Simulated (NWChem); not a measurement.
# UTPSSh/jorge-TZP-DKH (DKH3) run of [H2]+ (SMILES [H][H+])

What is the electrostatic solvation energy at fixed shape (COSMO, water) of [H2]+ at UTPSSh/jorge-TZP-DKH (DKH3)? 

The calculation is run with NWChem 7.3.0.

5 further runs of the same task are left out: 4 that didn't finish, 1 set aside as unsound or not needed.

**1. The molecule**

The species is [H2]+ (2 atoms), meant as a doublet with charge +1. As SMILES, `[H][H+]`. The shape is that of a GFN2-xTB optimisation.

**2. Energy and one-electron properties at UTPSSh/jorge-TZP-DKH (DKH3)**

h2.nw

```
start h2
title "H2 TPSSh"
memory 2200 mb
charge 1
geometry noautoz
  H     0.000000    0.000000    0.000000
  H     0.000000    0.000000    1.026910
end
basis spherical bse
  H library jorge-TZP-DKH
end
relativistic
  douglas-kroll dk3
end
dft
  xc xctpssh
  mult 2
  grid fine
  convergence energy 1e-05
  iterations 200
  mulliken
  noprint "final vectors analysis"
end
property
  electrondensity
  esp
  quadrupole
end
task dft property
```

Launch:

```bash
$ nwchem h2.nw > h2.out
```

The program printed:

```text
[...]
 Group name             D4h
[...]
          Wavefunction type:  spin polarized.
          No. of atoms     :     2
          No. of electrons :     1
[...]
          Charge           :     1
          Spin multiplicity:     2
[...]
          AO basis - number of functions:    28
[...]
              XC Information
              --------------
                  TPSS hybrid Method XC Functional
                     Hartree-Fock (Exact) Exchange  0.100
                  TPSS metaGGA Exchange Functional  0.900
             TPSS03 metaGGA Correlation Functional  1.000
[...]
 d= 0,ls=0.0,diis     1     -0.6078801188 -1.12D+00  6.02D-04  2.71D-03     0.2
[...]
 d= 0,ls=0.0,diis     4     -0.6084650882 -1.35D-08  2.90D-07  7.32D-10     0.4
[...]
         Total DFT energy =       -0.608465088157
      One electron energy =       -1.116525450685
           Coulomb energy =        0.337008659193
    Exchange-Corr. energy =       -0.344258546832
 Nuclear repulsion energy =        0.515310250168
[...]
      Total Density - Mulliken Population Analysis
     ---------------------------------------------
    Atom       Charge   Shell Charges
 -----------   ------   -------------------------------------------------------
    1 H    1     0.50   0.13  0.30  0.05  0.01  0.01  0.00
    2 H    1     0.50   0.13  0.30  0.05  0.01  0.01  0.00
[...]
      <S2> =      0.7500 (Exact =     0.7500)
[...]
```

It took 1.1 s on 1 thread of Intel Xeon 6975P-C (Granite Rapids), shared host; peak memory 0.14 GiB.

Atomic charges (e):

| atom | Mulliken | Löwdin |
| --- | --- | --- |
| H1 | +0.500 | +0.500 |
| H2 | +0.500 | +0.500 |

**3. Energy and one-electron properties at UTPSSh/jorge-TZP-DKH (DKH3, COSMO water)**

h2.nw

```
start h2
title "H2 TPSSh"
memory 2200 mb
charge 1

geometry units angstrom
 zmatrix
   H
   H 1 1.02691
 end
end

basis spherical bse
 H library jorge-TZP-DKH
end

relativistic
 douglas-kroll dk3
end

cosmo
 solvent water
end

dft
 xc xctpssh
 mult 2
 grid fine
 convergence energy 1e-05
 iterations 200
 mulliken
end

property
 electrondensity
 esp
 quadrupole
end

task dft property
```

Launch:

```bash
$ nwchem h2.nw > h2.out
```

The program printed:

```text
[...]
 Group name             D4h
[...]
          Wavefunction type:  spin polarized.
          No. of atoms     :     2
          No. of electrons :     1
[...]
          Charge           :     1
          Spin multiplicity:     2
[...]
          AO basis - number of functions:    28
[...]
              XC Information
              --------------
                  TPSS hybrid Method XC Functional
                     Hartree-Fock (Exact) Exchange  0.100
                  TPSS metaGGA Exchange Functional  0.900
             TPSS03 metaGGA Correlation Functional  1.000
[...]
 d= 0,ls=0.0,diis     1     -0.6078801188 -1.12D+00  6.02D-04  2.71D-03     0.3
[...]
 d= 0,ls=0.0,diis     4     -0.7835802681 -7.63D-09  3.25D-08  3.49D-11     0.8
[...]
         Total DFT energy =       -0.783580268100
      One electron energy =       -0.767324984424
           Coulomb energy =        0.334465387587
    Exchange-Corr. energy =       -0.341834087188
 Nuclear repulsion energy =        0.515310250168
             COSMO energy =       -0.524196834243
[...]
      Total Density - Mulliken Population Analysis
     ---------------------------------------------
    Atom       Charge   Shell Charges
 -----------   ------   -------------------------------------------------------
    1 H    1     0.50   0.13  0.29  0.05  0.01  0.01  0.00
    2 H    1     0.50   0.13  0.29  0.05  0.01  0.01  0.00
[...]
      <S2> =      0.7500 (Exact =     0.7500)
[...]
```

It took 1.4 s on 1 thread of Intel Xeon 6975P-C (Granite Rapids), shared host; peak memory 0.14 GiB.

Atomic charges (e):

| atom | Mulliken | Löwdin |
| --- | --- | --- |
| H1 | +0.500 | +0.500 |
| H2 | +0.500 | +0.500 |

**4. What came out**

Level: UTPSSh/jorge-TZP-DKH (DKH3).

| quantity | value |
| --- | --- |
| gas phase: total energy | -0.60847 Eh |
| gas phase: ⟨S²⟩ | 0.750 |
| COSMO, water: total energy | -0.78358 Eh |
| COSMO, water: HOMO energy (highest over α and β) | -15.46 eV |
| COSMO, water: solvent term in the energy | -459.8 kJ/mol |
| COSMO, water: ⟨S²⟩ | 0.750 |
| energy change from gas to solvent at fixed shape | -4.765 eV |

The solvent model (COSMO, water) lowers the energy by 4.77 eV (−460 kJ/mol) at the same shape. It holds the electrostatic part alone, without cavity or dispersion terms.
